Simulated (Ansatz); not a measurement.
# ClGeH3N: the cost of one run

Computed with Ansatz 0.2.0, driven from Python. Level of theory: r2SCAN+D3(BJ)/def2-SVP.

## Step 1: The structure

Bond lengths: N1–Ge2 1.866 Å, Ge2–Cl3 2.186 Å, N1–H4 1.053 Å, Ge2–H5 1.566 Å, Ge2–H6 1.551 Å. Angles: N1–Ge2–Cl3 110.9°, N1–Ge2–H5 108.3°, N1–Ge2–H6 108.9°, Cl3–Ge2–H5 109.6°, Cl3–Ge2–H6 109.4°, H5–Ge2–H6 109.7°, Ge2–N1–H4 102.1°.

The script holds or builds the structure itself.

## Step 2: Script

Input file clgeh3n_scan.py:

```python
"""Potential curve of ClGeH3N along one bond."""

import warnings

import ansatz as az
import numpy as np

warnings.simplefilter("ignore", az.DeckWarning)

geometry_ang = [
    ("N", [-0.7385, -1.3362, 0.0336]),
    ("Ge", [0.3386, 0.1793, 0.193]),
    ("Cl", [-0.8522, 2.0048, 0.0293]),
    ("H", [-1.1622, -1.2057, -0.9216]),
    ("H", [1.4072, 0.1453, -0.9516]),
    ("H", [1.0492, 0.1485, 1.5711]),
]
system = az.Crystal.molecule()
for symbol, xyz in geometry_ang:
    system = system.atom(symbol, xyz)

symbols = [site.symbol for site in system.cartesian_sites]
start = np.array([site.position_ang for site in system.cartesian_sites])
axis = (start[0] - start[1]) / np.linalg.norm(start[0] - start[1])
moving = [0, 3]
lengths, energies = [1.642, 1.717, 1.791, 1.866, 1.941, 2.015, 2.09, 2.202], []
for length in lengths:
    xyz = start.copy()
    xyz[moving] += (length - np.linalg.norm(start[0] - start[1])) * axis
    point = az.Crystal.molecule()
    for symbol, place in zip(symbols, xyz):
        point = point.atom(symbol, place.tolist())
    setup = (
        point.calculation()
        .basis(gaussian="def2-SVP")
        .functional("r2SCAN", dispersion="d3bj")
        .spin("collinear", total=1)
    )
    data = setup.run(threads=1, backend="cpu").report
    energies.append(data["free_energy_ev"])
    print(f"r = {length:6.3f} A  E = {energies[-1]:.5f} eV  <S^2> = {abs(data['mean_field']['state']['spin_squared']):.3f}")

# quartic fit about the minimum
fit = np.polynomial.Polynomial.fit(lengths, np.array(energies) - min(energies), 4).convert()
roots = [r.real for r in fit.deriv().roots() if abs(r.imag) < 1e-9 and fit.deriv(2)(r.real) > 0]
r_e = min(roots, key=lambda r: abs(r - lengths[int(np.argmin(energies))]))
print(f"minimum of the fit at {r_e:.4f} A, force constant {fit.deriv(2)(r_e):.2f} eV/A^2")
```

## Step 3: The input behind the calls

The engine receives this input (first run):

```yaml
crystal:
  periodic: [false, false, false]
  atoms:
    - { symbol: "N", position_ang: [-0.6091559563383688, -1.154210492833347, 0.0527416215390066] }
    - { symbol: Ge, position_ang: [0.3386, 0.1793, 0.193] }
    - { symbol: Cl, position_ang: [-0.8522, 2.0048, 0.0293] }
    - { symbol: H, position_ang: [-1.0328559563383688, -1.023710492833347, -0.9024583784609934] }
    - { symbol: H, position_ang: [1.4072, 0.1453, -0.9516] }
    - { symbol: H, position_ang: [1.0492, 0.1485, 1.5711] }
basis:
  gaussian:
    orbitals: def2-SVP
hamiltonian:
  xc: r2scan
  dispersion: d3bj
magnetization:
  spin_polarized: true
  initial_magnetization: 1.0
```

## Step 4: The run

Started as:

```console
> python clgeh3n_scan.py
```

What time and memory should one allow on 1 thread of Intel Xeon 6975P-C (Granite Rapids), shared host?

About 32 s, with a peak of 0.28 GiB.
